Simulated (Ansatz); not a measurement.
# CH3BCl2: basis-set convergence

How large a basis does CH3BCl2 need? Two functionals are run in growing sets.

The runs use Ansatz 0.2.0, Gaussian basis; one geometry, several basis sets.

Levels to be run: PBE0-D4/def2-SVP; ωB97M-V/def2-SVP; PBE0-D4/def2-QZVPP; ωB97M-V/def2-QZVPP; the functionals' def2-TZVPP values are taken from earlier runs.

## Step 1: The geometry

An earlier PBE0-D4 in a triple-zeta def2 set relaxation fixed the geometry.

SMILES `ClBCCl`, 7 atoms, charge 0, spin multiplicity 1.

Atoms are counted from 1 here; the program's logs count them from 0.

Bond lengths: Cl1–B2 1.743 Å, B2–C3 1.562 Å, B2–H5 1.190 Å, C3–Cl4 1.803 Å, C3–H6 1.088 Å, C3–H7 1.088 Å. Angles: Cl1–B2–C3 120.2°, Cl1–B2–H5 118.1°, C3–B2–H5 121.6°, B2–C3–Cl4 96.5°, B2–C3–H6 115.9°, B2–C3–H7 116.8°, Cl4–C3–H6 107.2°, Cl4–C3–H7 107.6°, H6–C3–H7 111.1°.

## Step 2: PBE0-D4 in def2-SVP

File in.yaml:

```yaml
crystal:
  periodic: [false, false, false]
  atoms:
    - {symbol: Cl, position_ang: [-2.228660, 0.091235, 0.314713]}
    - {symbol: B, position_ang: [-0.668712, 0.303495, -0.432555]}
    - {symbol: C, position_ang: [0.636607, 0.009587, 0.373674]}
    - {symbol: Cl, position_ang: [0.919075, -1.642255, -0.292658]}
    - {symbol: H, position_ang: [-0.634786, 0.638782, -1.573783]}
    - {symbol: H, position_ang: [1.502544, 0.614636, 0.112330]}
    - {symbol: H, position_ang: [0.535233, -0.083479, 1.452479]}
basis:
  gaussian: {orbitals: def2-SVP}
hamiltonian: {xc: pbe0, dispersion: d4}
output: {orbitals: {seedname: orbitals}}
```

On the command line:

```
> ansatz run in.yaml --threads 2 --pin off --events-out ev --progress --plain --max-ram 4352MiB
```

The runs that follow: ωB97M-V in def2-SVP; PBE0-D4 in def2-QZVPP; ωB97M-V in def2-QZVPP.

Q: Predict the results of all the runs planned. Wanted: PBE0-D4: double and triple zeta above quadruple; ωB97M-V: double and triple zeta above quadruple.

**Answer**, as computed:

| quantity | value |
| --- | --- |
| PBE0-D4: double and triple zeta above quadruple | 11.39, 0.84 eV |
| ωB97M-V: double and triple zeta above quadruple | 11.37, 0.80 eV |

**Reading.** PBE0-D4 gains 10.56 eV from double to triple zeta, then 0.84 eV more. Total energies overstate the basis error of differences, where much of it tends to cancel.
